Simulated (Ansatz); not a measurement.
# AlH5OSSi: the cost of one run

Program: Ansatz 0.2.0. Level of theory: RKS revPBE-D4/6-31G*. These are calculated values, not measurements.

### 1 Starting point

Bond lengths: Si1–O2 1.654 Å, Si1–Al3 2.747 Å, O2–Al3 1.831 Å, Al3–S4 2.343 Å, Si1–H5 1.494 Å, Si1–H6 1.508 Å, Si1–H7 1.457 Å, Al3–H8 1.565 Å, S4–H9 1.387 Å. Angles (14 of 18 angles, heavy atoms first): Si1–O2–Al3 103.9°, O2–Si1–Al3 40.3°, Si1–Al3–O2 35.8°, Si1–Al3–S4 114.7°, O2–Al3–S4 119.6°, O2–Si1–H5 110.7°, O2–Si1–H6 112.8°, O2–Si1–H7 112.9°, Al3–Si1–H5 151.0°, Al3–Si1–H6 91.5°, Al3–Si1–H7 90.5°, Si1–Al3–H8 116.6°, O2–Al3–H8 121.9°, S4–Al3–H8 118.3°.

Structure file:

```xyz
9

Si   -1.4061    0.6372    0.4602
O    -0.1149   -0.0858    1.1985
Al    0.7663   -0.9202   -0.1722
S     2.4835    0.2052   -1.3012
H    -2.2378    1.3771    1.4563
H    -0.9948    1.6862   -0.5427
H    -2.2946   -0.3162   -0.1919
H     0.4740   -2.4084   -0.5597
H     3.4129   -0.2215   -0.3644
```

### 2 End point A

Contents of input.yaml:

```yaml
crystal:
  periodic: [false, false, false]
  atoms:
    - { symbol: Si, position_ang: [-1.4061, 0.6372, 0.4602] }
    - { symbol: O, position_ang: [-0.1149, -0.0858, 1.1985] }
    - { symbol: Al, position_ang: [0.7663, -0.9202, -0.1722] }
    - { symbol: S, position_ang: [2.4835, 0.2052, -1.3012] }
    - { symbol: H, position_ang: [-2.2378, 1.3771, 1.4563] }
    - { symbol: H, position_ang: [-0.9948, 1.6862, -0.5427] }
    - { symbol: H, position_ang: [-2.2946, -0.3162, -0.1919] }
    - { symbol: H, position_ang: [0.474, -2.4084, -0.5597] }
    - { symbol: H, position_ang: [3.4129, -0.2215, -0.3644] }
basis:
  gaussian: { orbitals: "6-31G*" }
hamiltonian:
  xc: revpbe
  dispersion: d4
relax:
  f_tol: 0.02
  max_steps: 50
output:
  orbitals: {}
```

Launch:

```bash
$ ansatz run input.yaml --threads 2 --pin off --max-ram 3072MiB --backend cpu --events-out ev --progress --plain --runs-dir out
```

**Question.** How long does this run take on 2 threads of Intel Xeon 6975P-C (Granite Rapids), shared host, and how much memory does it need?

About 14 s, with a peak of 0.17 GiB.
